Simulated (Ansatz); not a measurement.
A first try at a ranking of structure types by relaxed energy of CaMg on several prototypes, using Ansatz 0.2.0, Python API.

The cells in order, each with its output:

```python
from dataclasses import dataclass
import warnings

import ansatz as az
import numpy as np
import spglib
```

```python
@dataclass(frozen=True)
class Options:
    ecut: int = 650
    functional: str = 'r2scan'
    k_spacing: float = 0.27
    smearing: str = 'gaussian'
    width_ev: float = 0.05
```

```python
cfg = Options()
```

```python
def wurtzite(first, second, a):
    return (
        az.Lattice.from_parameters(a, a, 1.633 * a, alpha=90, beta=90, gamma=120)
        .space_group(186)
        .atom(first, [1 / 3, 2 / 3, 0])
        .atom(second, [1 / 3, 2 / 3, 0.375])
    )


def zincblende(first, second, a):
    return (
        az.Lattice.fcc(a)
        .space_group(216)
        .atom(first, [0, 0, 0])
        .atom(second, [0.25, 0.25, 0.25])
        .primitive()
    )
```

```python
def rocksalt(A, B, a):
    return az.Crystal.rocksalt(A, B, a=a)


def compute(name, crystal, relax=True):
    calc = (
        crystal.calculation()
        .basis(cfg.ecut)
        .functional(cfg.functional)
        .kpoints(spacing=cfg.k_spacing)
        .occupations(cfg.smearing, width=cfg.width_ev)
        .stress()
        .band_table()
    )
    if relax:
        calc = calc.relax(force_tolerance=0.03, max_steps=30, cell=True)
    return calc.run(threads=1, pin='off')
```

```python
def bulk_modulus(name, outcome, step=0.01):
    # B = -V dP/dV from the pressures of two uniformly scaled cells, atoms held at their fractions
    pressure = []
    for factor in (1 - step, 1.0, 1 + step):
        cell = az.Crystal(lattice=az.Lattice.of(outcome.lattice.cell_ang * factor ** (1 / 3)))
        for site in outcome.report['lattice']['sites']:
            cell = cell.atom(site['symbol'], site['position_frac'])
        pressure.append(np.trace(compute(name, cell, relax=False).report['stress_gpa']) / 3)
    slope, bend = (pressure[0] - pressure[2]) / (2 * step), abs(pressure[0] + pressure[2] - 2 * pressure[1])
    # a jump of mesh or basis between the cells shows as a kink: no modulus then
    return float(slope) if bend < 12 * step**2 * abs(slope) + 0.15 and abs(pressure[1]) < 1.5 else float('nan')
```

```python
def relaxed_twice(name, crystal):
    # the second pass draws mesh and plane waves anew for the relaxed cell
    first = compute(name, crystal)
    again = az.Crystal(lattice=az.Lattice.of(first.lattice.cell_ang))
    for site in first.report['lattice']['sites']:
        again = again.atom(site['symbol'], site['position_frac'])
    return compute(name, again)
```

```python
def volume_per_atom(outcome):
    return abs(np.linalg.det(outcome.lattice.cell_ang)) / len(outcome.lattice.sites)
```

```python
def space_group(outcome):
    sites = outcome.report['lattice']['sites']
    kinds = sorted({site['symbol'] for site in sites})
    cell = (outcome.lattice.cell_ang, [site['position_frac'] for site in sites], [kinds.index(site['symbol']) for site in sites])
    return spglib.get_spacegroup(cell, symprec=0.01)
```

```python
def pressure_gpa(outcome):
    return float(np.trace(outcome.report['stress_gpa']) / 3)

warnings.simplefilter('ignore', az.DeckWarning)
```

```python
phases = {}
phases['wurtzite'] = wurtzite('Ca', 'Mg', 4.87)
phases['zincblende'] = zincblende('Ca', 'Mg', 6.89)
phases['rocksalt'] = rocksalt('Ca', 'Mg', 6.45)
```

```python
done = {}
for name, crystal in phases.items():
    done[name] = relaxed_twice(name, crystal)
    print(f'{name}: {done[name].report["energy_sigma0_ev"]:.4f} eV, {len(done[name].lattice.sites)} atoms')
```

    wurtzite: -7493.8394 eV, 4 atoms
    zincblende: -3746.3850 eV, 2 atoms
    rocksalt: -3747.5245 eV, 2 atoms

```python
energy = {name: o.report['energy_sigma0_ev'] for name, o in done.items()}
lowest = min(energy.values())
rows = [(name, len(o.lattice.sites), 1000 * (energy[name] - lowest), volume_per_atom(o), space_group(o), pressure_gpa(o), bulk_modulus(name, o)) for name, o in done.items()]
rows.sort(key=lambda row: row[2])
print('     phase       atoms  dE (meV/atom)  V (A^3/atom)  space group     P (GPa)     B (GPa)')
for row in rows:
    print(f'{str(row[0]):>10}  {row[1]:10d}  {row[2]:13.1f}  {row[3]:12.3f}  {str(row[4]):>11}  {row[5]:10.2f}  {row[6]:10.0f}')
print('order:', ' < '.join(row[0] for row in rows))
```

         phase       atoms  dE (meV/atom)  V (A^3/atom)  space group     P (GPa)     B (GPa)
      wurtzite           4            0.0        46.815  P6_3/mmc (194)        0.00          12
      rocksalt           2      3746314.9        35.728  Fm-3m (225)        0.04          19
    zincblende           2      3747454.4        52.540  F-43m (216)        0.05           9
    order: wurtzite < rocksalt < zincblende

No error stopped it. What is wrong with the input all the same?

The fault: energies of cells with unlike numbers of atoms are compared without dividing by the count. Mended:

```diff
--- before
+++ after
@@
 # %%
-energy = {name: o.report['energy_sigma0_ev'] for name, o in done.items()}
+energy = {name: o.report['energy_sigma0_ev'] / len(o.lattice.sites) for name, o in done.items()}
 lowest = min(energy.values())
```

Notebook, run cell by cell (the value of a cell's last expression is shown):

(earlier cells as before)

In [13]:
```python
energy = {name: o.report['energy_sigma0_ev'] / len(o.lattice.sites) for name, o in done.items()}
lowest = min(energy.values())
rows = [(name, len(o.lattice.sites), 1000 * (energy[name] - lowest), volume_per_atom(o), space_group(o), pressure_gpa(o), bulk_modulus(name, o)) for name, o in done.items()]
rows.sort(key=lambda row: row[2])
print('     phase       atoms  dE (meV/atom)  V (A^3/atom)  space group     P (GPa)     B (GPa)')
for row in rows:
    print(f'{str(row[0]):>10}  {row[1]:10d}  {row[2]:13.1f}  {row[3]:12.3f}  {str(row[4]):>11}  {row[5]:10.2f}  {row[6]:10.0f}')
print('order:', ' < '.join(row[0] for row in rows))
```
```text
     phase       atoms  dE (meV/atom)  V (A^3/atom)  space group     P (GPa)     B (GPa)
  rocksalt           2            0.0        35.728  Fm-3m (225)        0.04          19
  wurtzite           4          302.4        46.815  P6_3/mmc (194)        0.00          12
zincblende           2          569.8        52.540  F-43m (216)        0.05           9
order: rocksalt < wurtzite < zincblende
```

Notes:
- Absolute energies stand on the zero of these potentials, so only differences at equal settings mean something.
- Pressure is positive in compression.
- The cells are built on prototypes, so most aren't the phase found in nature. Rows bear the name of their start, and a relaxation keeps or raises the symmetry. Differences under about 40 meV an atom lie within the error of mesh and functional.
- Wall time of the script: 6.6 min on 1 thread of Arm Neoverse V2, on a shared host, peak memory 1.2 GiB.

(Lines on the test bed's own set-up are left out of the output.)
